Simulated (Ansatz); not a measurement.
Here is an Ansatz input file for C4H3F3, SMILES FC=CC(F)=CF. Write the same calculation for the Python package.

```yaml
crystal:
  periodic: [false, false, false]
  atoms:
    - { symbol: F, position_ang: [2.2143, -1.13167, -0.0464] }
    - { symbol: C, position_ang: [1.83957, 0.17222, -0.06074] }
    - { symbol: C, position_ang: [0.55761, 0.53726, -0.02808] }
    - { symbol: C, position_ang: [-0.55115, -0.43653, 0.02588] }
    - { symbol: F, position_ang: [-0.29852, -1.77074, 0.04462] }
    - { symbol: C, position_ang: [-1.81518, -0.01921, 0.05693] }
    - { symbol: F, position_ang: [-2.82952, -0.91772, 0.10645] }
    - { symbol: H, position_ang: [2.60901, 0.93245, -0.09988] }
    - { symbol: H, position_ang: [0.328, 1.59669, -0.04206] }
    - { symbol: H, position_ang: [-2.05412, 1.03725, 0.0433] }
basis:
  gaussian:
    orbitals: def2-SVP
hamiltonian:
  xc: b3lyp
relax:
  f_tol: 0.01
  max_steps: 100
```

Script `c4h3f3.py`:
```python
"""Geometry optimisation of C4H3F3."""

import ansatz as az
import numpy as np
from rdkit import Chem
from rdkit.Chem import AllChem

# start geometry from RDKit
rd = Chem.AddHs(Chem.MolFromSmiles("FC=CC(F)=CF"))
AllChem.EmbedMolecule(rd, randomSeed=59)
AllChem.UFFOptimizeMolecule(rd)
c4h3f3 = az.Crystal.molecule()
for atom, xyz in zip(rd.GetAtoms(), rd.GetConformer().GetPositions()):
    c4h3f3 = c4h3f3.atom(atom.GetSymbol(), xyz.round(5).tolist())

calc = c4h3f3.calculation()
calc = calc.basis(gaussian="def2-SVP")
calc = calc.functional("b3lyp")
symbols = [site.symbol for site in c4h3f3.cartesian_sites]
start = np.array([site.position_ang for site in c4h3f3.cartesian_sites], dtype=float)
def progress(event):
    if event["event"] == "relax_step":
        row = event["data"]
        print(f"step {row['step']:3d}  E = {row['lagrangian_ev']:.6f} eV  max force {row['allowed_force_max_ev_ang']:.4f} eV/A")


data = calc.relax(force_tolerance=0.01, max_steps=100).session().plan().execute(on_event=progress).report
end = np.array(data["positions_ang"])

print(f"E = {data['free_energy_ev']:.6f} eV = {data['free_energy_ev'] / 27.211386246:.7f} Ha")
print("converged:", data["converged"], " doubts:", data["published_state_doubts"] or "none")

print("bond        before    after (A)")
for i, j in [(0, 1), (1, 2), (1, 7), (2, 3), (2, 8), (3, 4), (3, 5), (5, 6), (5, 9)]:
    d0, d1 = (np.linalg.norm(xyz[i] - xyz[j]) for xyz in (start, end))
    print(f"{symbols[i]}{i}-{symbols[j]}{j}".ljust(10), f"{d0:8.4f} {d1:8.4f}")
with open("c4h3f3_opt.xyz", "w") as handle:
    handle.write(f"{len(symbols)}\nrelaxed C4H3F3\n")
    handle.writelines(f"{s:2s} {x:11.6f} {y:11.6f} {z:11.6f}\n" for s, (x, y, z) in zip(symbols, end))
```

`python c4h3f3.py` gives:
```text
step   1  E = -12335.979507 eV  max force 1.5878 eV/A
step   2  E = -12336.117130 eV  max force 0.6881 eV/A
step   3  E = -12336.140814 eV  max force 0.0799 eV/A
step   4  E = -12336.141293 eV  max force 0.0231 eV/A
step   5  E = -12336.141336 eV  max force 0.0050 eV/A
E = -12336.141528 eV = -453.3448394 Ha
converged: True  doubts: none
bond        before    after (A)
F0-C1        1.3567   1.3310
C1-C2        1.3333   1.3407
C1-H7        1.0824   1.0937
C2-C3        1.4767   1.4513
C2-H8        1.0841   1.0924
C3-F4        1.3580   1.3376
C3-C5        1.3315   1.3453
C5-F6        1.3560   1.3314
C5-H9        1.0832   1.0918
```

The settings weren't tested for convergence. The end point is the stationary point reached from this start; no frequency run checks that it is a minimum, and the basis set is modest. b3lyp holds the VWN-RPA fit, as in Gaussian; the form of ORCA and Turbomole is b3lyp5. Wall time of the script: 33 s on 1 thread of Arm Neoverse V1, with other jobs on the host, peak memory 0.38 GiB.

(Lines on the test bed's own set-up are left out of the output.)
